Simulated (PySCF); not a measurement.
# C5H7F2N: circular dichroism and optical rotation, excited states, first hyperpolarisability

What do calculations give for the circular dichroism and optical rotation, excited states, first hyperpolarisability of C5H7F2N (`CN(C)C(F)=C=CF`)?

Programs: PySCF 2.14.0, with routines of our own; each step states its level. All values are computed. Atoms count from 0.

### 1 The system as given

15 atoms, charge 0, multiplicity 1; geometry from: GFN2-xTB.

### 2 Optimising the geometry at PBE0-D3(BJ)/def2-SVP

What the job is given:

```
{"job": {"xc": "PBE0", "basis": "def2-SVP", "d3": "d3bj", "grid": 2, "kind": "geom"}, "charge": 0, "multiplicity": 1}
C     -0.451405    -1.091140    -0.804738
N     -0.704036     0.223678    -0.269355
C     -2.065135     0.493334     0.132974
C      0.336896     0.836108     0.365577
F      0.023643     2.052165     0.873243
C      1.549728     0.359395     0.549090
C      2.792923     0.003956     0.529085
F      3.612789     0.250808    -0.528670
H     -0.413292    -1.858105    -0.021761
H      0.501433    -1.086656    -1.331756
H     -1.246247    -1.340435    -1.505886
H     -2.398506    -0.197146     0.916705
H     -2.149721     1.512130     0.502803
H     -2.716550     0.381429    -0.734334
H      3.323066    -0.531530     1.305111
```

Run with:

```console
> OMP_NUM_THREADS=1 python excited_run.py task.json out
```

One launch serves the whole session: the jobs run in the order shown.

Standard output:

```text
step   0  E = -448.28424704  max force = 0.017331
step   1  E = -448.28568981  max force = 0.006288
step   2  E = -448.28538648  max force = 0.005583
step   3  E = -448.28582888  max force = 0.003021
step   4  E = -448.28588420  max force = 0.002378
step   5  E = -448.28589719  max force = 0.001914
step   6  E = -448.28596407  max force = 0.000307
step   7  E = -448.28596694  max force = 0.000274
optimisation converged
```

It took 77 s on 1 thread of Arm Neoverse V1, shared host; peak memory 0.72 GiB.

Along the way: (the energy doesn't fall at every step)

| step | energy from step 0 (eV) | largest force component (eV/Å) |
| --- | --- | --- |
| 0 | 0.0000 | 0.8912 |
| 1 | -0.0393 | 0.3233 |
| 2 | -0.0310 | 0.2871 |
| 3 | -0.0430 | 0.1553 |
| 4 | -0.0445 | 0.1223 |
| 5 | -0.0449 | 0.0984 |
| 6 | -0.0467 | 0.0158 |
| 7 | -0.0468 | 0.0141 |

Close pairs (by a distance rule), those that changed most:

| bond | before (Å) | after (Å) | change (Å) |
| --- | --- | --- | --- |
| C3–F4 | 1.354 | 1.336 | -0.019 |
| C6–F7 | 1.361 | 1.343 | -0.018 |
| C6–H14 | 1.082 | 1.097 | +0.015 |
| C2–H11 | 1.096 | 1.107 | +0.011 |
| C0–H10 | 1.089 | 1.100 | +0.011 |
| C0–H8 | 1.097 | 1.107 | +0.011 |
| C0–H9 | 1.089 | 1.099 | +0.010 |
| C5–C6 | 1.293 | 1.303 | +0.010 |

The final coordinates are the input of the step that follows.

| at the end point | value |
| --- | --- |
| point group (found at 0.08 Å tolerance) | C1 |
| rotational constants (GHz, main isotopes) | 3.640, 1.178, 0.943 |
| dipole moment (D) | 3.20 |

### 3 Circular dichroism and optical rotation: TDDFT CAM-B3LYP/aug-cc-pVDZ

What the job is given:

```
{"job": {"kind": "ecd", "xc": "CAM-B3LYP", "basis": "aug-cc-pVDZ", "nstates": 12}, "charge": 0, "multiplicity": 1}
C     -0.448012    -1.082646    -0.801093
N     -0.710093     0.228297    -0.268195
C     -2.058994     0.488581     0.179588
C      0.339396     0.891302     0.300057
F      0.022815     2.137644     0.661399
C      1.563608     0.427196     0.500236
C      2.787691    -0.019719     0.527202
F      3.613649     0.001829    -0.531989
H     -0.366351    -1.854777    -0.011687
H      0.496606    -1.070657    -1.362979
H     -1.263222    -1.364777    -1.483088
H     -2.360586    -0.183360     1.006527
H     -2.146134     1.525183     0.522892
H     -2.760035     0.342510    -0.656227
H      3.286350    -0.462767     1.398083
```

With the program's defaults for keys left out, this is: TDDFT CAM-B3LYP/aug-cc-pVDZ circular dichroism and optical rotation, one conformer, gas phase.

Standard output:

```text
coarse grid: 13008 points
cycle   1  E = -448.8534719694  dE =  1.388e+00  |g| = 6.740e-01  |ddm| = 1.070e+01
cycle   2  E = -448.8330086238  dE =  2.046e-02  |g| = 8.169e-01  |ddm| = 2.723e+00
cycle   3  E = -448.9460347733  dE = -1.130e-01  |g| = 6.885e-02  |ddm| = 1.342e+00
cycle   4  E = -448.9466741589  dE = -6.394e-04  |g| = 4.391e-02  |ddm| = 2.074e-01
cycle   5  E = -448.9471110170  dE = -4.369e-04  |g| = 8.929e-03  |ddm| = 9.264e-02
cycle   6  E = -448.9471324062  dE = -2.139e-05  |g| = 2.723e-03  |ddm| = 3.114e-02
cycle   7  E = -448.9471346413  dE = -2.235e-06  |g| = 1.252e-03  |ddm| = 8.630e-03
final grid: 127848 points
cycle   8  E = -448.9640207158  dE = -2.709e-05  |g| = 5.098e-03  |ddm| = 1.658e-01
cycle   9  E = -448.9640191848  dE =  1.531e-06  |g| = 6.179e-03  |ddm| = 2.494e-02
cycle  10  E = -448.9640259873  dE = -6.803e-06  |g| = 4.971e-04  |ddm| = 9.493e-03
cycle  11  E = -448.9640260348  dE = -4.746e-08  |g| = 1.613e-04  |ddm| = 1.408e-03
cycle  12  E = -448.9640260408  dE = -6.065e-09  |g| = 6.066e-05  |ddm| = 5.951e-04
cycle  13  E = -448.9640260418  dE = -9.566e-10  |g| = 1.694e-05  |ddm| = 1.950e-04
converged SCF energy = -448.9640260418

Singlet excitations and rotatory strengths (1e-40 esu^2 cm^2)
state   eV       nm     f(len)   f(vel)    R(len)    R(vel)   main configurations
  1   4.6496   266.7  0.00649  0.00681   -22.881   -23.379   H->L+3 0.29, H->L+4 0.28, H->L+6 0.14
  2   5.3686   230.9  0.07871  0.07679    36.683    36.305   H->L 0.80
  3   5.9954   206.8  0.21538  0.20853   -26.995   -26.704   H->L+5 0.29, H->L+1 0.21, H->L+6 0.16
  4   6.0840   203.8  0.00291  0.00269    18.398    18.117   H-1->L+5 0.23, H-1->L+4 0.19, H-1->L+1 0.13
  5   6.1353   202.1  0.00997  0.00935    -0.906    -0.853   H->L+1 0.55, H->L+5 0.12, H->L+2 0.08
  6   6.2232   199.2  0.00597  0.00567    -3.565    -3.245   H->L+2 0.65, H->L+1 0.10, H->L+4 0.09
  7   6.3475   195.3  0.03485  0.03547    -9.134    -9.271   H->L+3 0.55, H->L+4 0.14, H->L+6 0.13
  8   6.7377   184.0  0.01112  0.01098    12.486    12.303   H->L+5 0.40, H->L+6 0.21, H->L+4 0.20
  9   6.8100   182.1  0.04640  0.04459    33.986    33.133   H->L+8 0.38, H->L+7 0.17
 10   6.8829   180.1  0.07919  0.07740   -23.941   -23.476   H-1->L 0.36, H-1->L+3 0.11, H-1->L+1 0.11
 11   7.1379   173.7  0.02226  0.02125   -21.257   -20.790   H->L+7 0.56, H->L+8 0.22
 12   7.2252   171.6  0.11411  0.11170    32.582    32.235   H->L+9 0.48

Specific rotation (deg / (dm g/mL))
    nm     length   length(OI)   velocity    alpha(len)  alpha(vel)
  633.0     218.03     217.80     204.20       82.307     80.603
  589.3     252.81     252.59     236.32       82.803     81.088
  546.0     295.70     295.52     275.68       83.435     81.705
  436.0     455.27     455.51     417.55       86.199     84.407
  405.0     507.69     508.33     459.83       87.548     85.725
  365.0     531.52     533.29     461.58       90.060     88.182
  355.0     509.94     512.21     431.56       90.895     88.999
```

Wall time 1.9 min (1 thread of Arm Neoverse V1, shared host); peak memory 1.1 GiB.

Orbitals, density, ELF and potential are computed afterwards from the orbital file.

Frontier orbitals at CAM-B3LYP/aug-cc-pVDZ, with the share of their density that lies nearest to each atom:

| orbital | energy (eV) | lies on |
| --- | --- | --- |
| HOMO | -7.60 | C5 36 %; N1 32 %; C3 9 % |
| LUMO | 0.15 | H11, H13 about 18 % each; H8, H10 about 14 % each; H12 8 % |

ELF in a plane through or near 7 of the atoms.

Ten even steps from ' ' (0.00) to '@' (1.00):
```
                                                        
                                                        
                                                        
                        ::--::..                        
                      ..**%%%%**::  --++::              
            ..::--::  ..**%%%%##::::@@@@%%..            
          ..==**####==..--****--  %%@@@@@@::            
            ==##%%%%++##==::==..  %%@@@@**..            
          ..==**%%##++##--++##++==++--**==::            
        ..::==..--%%--**++==##--****::%%@@@@**          
      ..--==++==++%%##==  ..**--++++**@@@@@@##..        
        ====--::::----  ..==**##++  ..**%%%%==          
        ..::..        ::####::==**==    ....            
                      **@@%%--==@@@@**                  
                      ==**++::**@@@@@@::                
                      ......  --%%@@##..                
                                ....                    
                                                        
                                                        
                                                        
```
The map spans 12.3 Å across and 9.5 Å up, centred on the molecule. Atoms in the plane (x, y in Å): C0 (0.5, -1.3), N1 (0.7, 0.1), C2 (2.1, 0.5), C3 (-0.3, 0.9), C5 (-1.6, 0.6), C6 (-2.8, 0.3), H12 (2.2, 1.6).

On the surface of density 0.002 e/bohr³ the electrostatic potential runs, from the 1st to the 99th percentile, from -0.95 V near F7 to 1.10 V near H10.

### 4 Excited states: TDA wB97X-D/def2-TZVP

The job, as its differences from that of step 3:

```diff
@@ -1,2 +1,2 @@
-{"job": {"kind": "ecd", "xc": "CAM-B3LYP", "basis": "aug-cc-pVDZ", "nstates": 12}, "charge": 0, "multiplicity": 1}
+{"job": {"kind": "states", "xc": "wB97X-D", "basis": "def2-TZVP", "tda": true, "soc": true, "nstates": 6, "ntriplets": 5, "nquad": 4}, "charge": 0, "multiplicity": 1}
 C     -0.448012    -1.082646    -0.801093
```

Method: TDA wB97X-D/def2-TZVP excited states, vertical, gas phase, spin-orbit mean-field couplings.

Standard output:

```text
coarse grid: 13008 points
cycle   1  E = -449.0317181299  dE =  1.388e+00  |g| = 7.413e-01  |ddm| = 3.150e+00
cycle   2  E = -449.0300968574  dE =  1.621e-03  |g| = 8.388e-01  |ddm| = 1.517e+00
cycle   3  E = -449.1350092142  dE = -1.049e-01  |g| = 6.927e-02  |ddm| = 8.422e-01
cycle   4  E = -449.1357116170  dE = -7.024e-04  |g| = 4.225e-02  |ddm| = 8.588e-02
cycle   5  E = -449.1361063822  dE = -3.948e-04  |g| = 9.311e-03  |ddm| = 4.620e-02
cycle   6  E = -449.1361328683  dE = -2.649e-05  |g| = 2.342e-03  |ddm| = 1.654e-02
cycle   7  E = -449.1361355704  dE = -2.702e-06  |g| = 1.611e-03  |ddm| = 5.410e-03
final grid: 127848 points
cycle   8  E = -449.1307957806  dE = -2.236e-04  |g| = 1.221e-02  |ddm| = 1.493e-01
cycle   9  E = -449.1307899429  dE =  5.838e-06  |g| = 1.399e-02  |ddm| = 3.124e-02
cycle  10  E = -449.1308172359  dE = -2.729e-05  |g| = 8.190e-04  |ddm| = 1.116e-02
cycle  11  E = -449.1308173555  dE = -1.196e-07  |g| = 4.363e-04  |ddm| = 1.610e-03
cycle  12  E = -449.1308173985  dE = -4.299e-08  |g| = 1.097e-04  |ddm| = 5.431e-04
cycle  13  E = -449.1308174016  dE = -3.087e-09  |g| = 3.121e-05  |ddm| = 1.547e-04
cycle  14  E = -449.1308174019  dE = -3.535e-10  |g| = 9.513e-06  |ddm| = 8.054e-05
converged SCF energy = -449.1308174019

Singlet excitations
state   eV       nm        f     d(h-e)  d(exc)  Lambda  PR(NTO)  |dmu|/D   mu/D   main configurations
  1   4.7823   259.3   0.00790   1.052   2.648   0.593   1.008    3.136    6.077   H->L 0.82, H->L+1 0.12
  2   6.2311   199.0   0.06873   0.792   2.662   0.613   1.069    1.992    2.029   H-1->L+1 0.66, H->L+1 0.15, H-1->L 0.11
  3   6.3620   194.9   0.23135   0.146   2.890   0.685   1.273    0.452    3.218   H->L+1 0.61, H-1->L 0.15
  4   6.8398   181.3   0.08727   0.960   3.266   0.476   1.176    4.061    1.532   H->L+2 0.83
  5   7.6335   162.4   0.68443   0.643   2.811   0.659   1.761                     H-1->L 0.41, H-2->L 0.21, H-1->L+1 0.11
  6   7.9248   156.5   0.00857   0.576   3.316   0.486   1.902                     H->L+3 0.49, H-2->L 0.23, H-2->L+1 0.16

Triplet excitations (Tamm-Dancoff)
state   eV     d(h-e)  d(exc)  Lambda  PR(NTO)   main configurations
  1   4.1112   0.290   2.443   0.635   1.041   H->L 0.47, H->L+1 0.39
  2   4.4207   0.369   2.328   0.696   1.065   H-1->L 0.45, H->L 0.30, H->L+1 0.13
  3   4.5250   0.411   2.367   0.711   1.245   H-1->L 0.39, H->L+1 0.35, H->L 0.17
  4   5.9057   0.896   2.553   0.582   1.010   H-1->L+1 0.84
  5   6.6905   1.187   3.339   0.474   1.072   H->L+2 0.80
S1 - T1 = 0.6711 eV

Spin-orbit couplings |<S|Hso|T>| (cm-1)
             T1       T2       T3       T4       T5
S0        4.602    5.151    8.876   12.204    1.177
S1       11.628    6.420    4.325    0.450    2.261
S2        5.157   11.219    4.549    1.565    2.076
S3        6.753    3.474    7.555    7.307    1.461
S4        3.284    4.180    2.722    4.880    0.953
S5        2.608    5.249    3.760   10.221    1.330
S6        1.026    2.583    4.105    3.703    1.485
T1 sublevels (cm-1): 0.000 0.000 0.018   radiative rates (1/s): 0.382 3.18 7.26
```

Wall time 75 s (1 thread of Arm Neoverse V1, shared host); peak memory 1.1 GiB.

From this job:

| quantity | value |
| --- | --- |
| S1 less T1 | 0.67 eV |

### 5 Excited states: TDDFT CAM-B3LYP/aug-cc-pVDZ

The job, as its differences from that of step 4:

```diff
@@ -1,2 +1,2 @@
-{"job": {"kind": "states", "xc": "wB97X-D", "basis": "def2-TZVP", "tda": true, "soc": true, "nstates": 6, "ntriplets": 5, "nquad": 4}, "charge": 0, "multiplicity": 1}
+{"job": {"kind": "states", "xc": "CAM-B3LYP", "basis": "aug-cc-pVDZ", "tpa": true, "nstates": 8, "nquad": 6, "ntriplets": 0}, "charge": 0, "multiplicity": 1}
 C     -0.448012    -1.082646    -0.801093
```

Method: TDDFT CAM-B3LYP/aug-cc-pVDZ excited states, vertical, gas phase, two-photon moments by quadratic response.

Standard output:

```text
coarse grid: 13008 points
cycle   1  E = -448.8534719694  dE =  1.388e+00  |g| = 6.740e-01  |ddm| = 1.070e+01
cycle   2  E = -448.8330086238  dE =  2.046e-02  |g| = 8.169e-01  |ddm| = 2.723e+00
cycle   3  E = -448.9460347733  dE = -1.130e-01  |g| = 6.885e-02  |ddm| = 1.342e+00
cycle   4  E = -448.9466741589  dE = -6.394e-04  |g| = 4.391e-02  |ddm| = 2.074e-01
cycle   5  E = -448.9471110170  dE = -4.369e-04  |g| = 8.929e-03  |ddm| = 9.264e-02
cycle   6  E = -448.9471324062  dE = -2.139e-05  |g| = 2.723e-03  |ddm| = 3.114e-02
cycle   7  E = -448.9471346413  dE = -2.235e-06  |g| = 1.252e-03  |ddm| = 8.630e-03
final grid: 127848 points
cycle   8  E = -448.9640207158  dE = -2.709e-05  |g| = 5.098e-03  |ddm| = 1.658e-01
cycle   9  E = -448.9640191848  dE =  1.531e-06  |g| = 6.179e-03  |ddm| = 2.494e-02
cycle  10  E = -448.9640259873  dE = -6.803e-06  |g| = 4.971e-04  |ddm| = 9.493e-03
cycle  11  E = -448.9640260348  dE = -4.746e-08  |g| = 1.613e-04  |ddm| = 1.408e-03
cycle  12  E = -448.9640260408  dE = -6.065e-09  |g| = 6.066e-05  |ddm| = 5.951e-04
cycle  13  E = -448.9640260418  dE = -9.566e-10  |g| = 1.694e-05  |ddm| = 1.950e-04
converged SCF energy = -448.9640260418

Singlet excitations
state   eV       nm        f     d(h-e)  d(exc)  Lambda  PR(NTO)  |dmu|/D   mu/D   delta(TPA)   sigma/GM   main configurations
  1   4.6497   266.6   0.00649   1.017   2.772   0.381   1.015    3.077    6.128       19.61      0.155   H->L+3 0.29, H->L+4 0.28, H->L+6 0.14
  2   5.3686   230.9   0.07868   1.018   4.212   0.297   1.038    4.305    1.148       96.70      1.021   H->L 0.80
  3   5.9956   206.8   0.21533   0.377   3.770   0.368   1.238    1.609    3.424      297.98      3.924   H->L+5 0.29, H->L+1 0.21, H->L+6 0.16
  4   6.0841   203.8   0.00293   0.673   2.857   0.344   1.050    1.296    2.118       29.25      0.397   H-1->L+5 0.23, H-1->L+4 0.19, H-1->L+1 0.13
  5   6.1353   202.1   0.01000   1.160   4.691   0.309   1.089    4.755    4.396      124.81      1.721   H->L+1 0.55, H->L+5 0.12
  6   6.2233   199.2   0.00597   1.459   4.849   0.279   1.040    6.370    3.471      192.06      2.725   H->L+2 0.65, H->L+1 0.10, H->L+4 0.09
  7   6.3476   195.3   0.03488   1.288   4.683   0.382   1.034                                            H->L+3 0.55, H->L+4 0.14, H->L+6 0.13
  8   6.7378   184.0   0.01112   0.844   5.161   0.413   1.067                                            H->L+5 0.40, H->L+6 0.21, H->L+4 0.20
```

Wall time 74 s (1 thread of Arm Neoverse V1, shared host); peak memory 1.1 GiB.

### 6 First hyperpolarisability: quadratic response CAM-B3LYP/aug-cc-pVDZ

The job, as its differences from that of step 5:

```diff
@@ -1,2 +1,2 @@
-{"job": {"kind": "states", "xc": "CAM-B3LYP", "basis": "aug-cc-pVDZ", "tpa": true, "nstates": 8, "nquad": 6, "ntriplets": 0}, "charge": 0, "multiplicity": 1}
+{"job": {"kind": "beta", "xc": "CAM-B3LYP", "basis": "aug-cc-pVDZ"}, "charge": 0, "multiplicity": 1}
 C     -0.448012    -1.082646    -0.801093
```

Level: quadratic response CAM-B3LYP/aug-cc-pVDZ first hyperpolarisability, Taylor convention, gas phase.

Standard output:

```text
coarse grid: 13008 points
cycle   1  E = -448.8534719694  dE =  1.388e+00  |g| = 6.740e-01  |ddm| = 1.070e+01
cycle   2  E = -448.8330086238  dE =  2.046e-02  |g| = 8.169e-01  |ddm| = 2.723e+00
cycle   3  E = -448.9460347733  dE = -1.130e-01  |g| = 6.885e-02  |ddm| = 1.342e+00
cycle   4  E = -448.9466741589  dE = -6.394e-04  |g| = 4.391e-02  |ddm| = 2.074e-01
cycle   5  E = -448.9471110170  dE = -4.369e-04  |g| = 8.929e-03  |ddm| = 9.264e-02
cycle   6  E = -448.9471324062  dE = -2.139e-05  |g| = 2.723e-03  |ddm| = 3.114e-02
cycle   7  E = -448.9471346413  dE = -2.235e-06  |g| = 1.252e-03  |ddm| = 8.630e-03
final grid: 127848 points
cycle   8  E = -448.9640207158  dE = -2.709e-05  |g| = 5.098e-03  |ddm| = 1.658e-01
cycle   9  E = -448.9640191848  dE =  1.531e-06  |g| = 6.179e-03  |ddm| = 2.494e-02
cycle  10  E = -448.9640259873  dE = -6.803e-06  |g| = 4.971e-04  |ddm| = 9.493e-03
cycle  11  E = -448.9640260348  dE = -4.746e-08  |g| = 1.613e-04  |ddm| = 1.408e-03
cycle  12  E = -448.9640260408  dE = -6.065e-09  |g| = 6.066e-05  |ddm| = 5.951e-04
cycle  13  E = -448.9640260418  dE = -9.566e-10  |g| = 1.694e-05  |ddm| = 1.950e-04
converged SCF energy = -448.9640260418

Lowest singlets (eV, f): 4.6497 0.0065  5.3686 0.0787  5.9956 0.2153

First hyperpolarisability (au)
process     nm      |vector|   parallel      HRS      DR
static         -      313.54        9.1     130.83   4.873
shg       1907.0      335.21      13.24     139.98    4.87
eope      1907.0      320.49      10.42          -       -
shg       1064.0      393.32      24.62     164.65   4.855
eope      1064.0      336.83      13.56          -       -
```

It took 61 s on 1 thread of Arm Neoverse V1, shared host; peak memory 0.98 GiB.

### 7 What came out

```
                                                                                         quantity                                                          value
                                                                                      point group                                                             C1
                                                             rotational constants (main isotopes)                                           3.64, 1.18, 0.94 GHz
state of largest rotatory strength (velocity form) among 12 (step 3, TDDFT CAM-B3LYP/aug-cc-pVDZ)  5.37 eV, R = +36.3 (velocity), +36.7 (length) ·10⁻⁴⁰ esu² cm²
                              specific rotation at 633.0 nm (step 3, TDDFT CAM-B3LYP/aug-cc-pVDZ)                               204.2 (velocity), 218.0 (length)
                                                            surface potential, 1st and 99th percentile                                             -0.95 V and 1.10 V
                                                       S1 less T1 (step 4, TDA wB97X-D/def2-TZVP)                                                        0.67 eV
                                      β vector (step 6, quadratic response CAM-B3LYP/aug-cc-pVDZ)            static 314, SHG 1907.0 nm 335, SHG 1064.0 nm 393 au
```

What this shows: The optimisation took 7 steps and gained 0.047 eV; among the close pairs (by a distance rule), C3–F4 changed most, from 1.354 to 1.336 Å. Rotations belong to one conformer and to the handedness of the start. In step 4, the number of triplets below S1 is 3, and the largest singlet-triplet spin-orbit coupling is S0–T4, 12.20 cm⁻¹. β grows from 314 au (static) to 393 au for doubling at 1064.0 nm: normal dispersion, which grows as twice the photon energy moves toward the bright states.
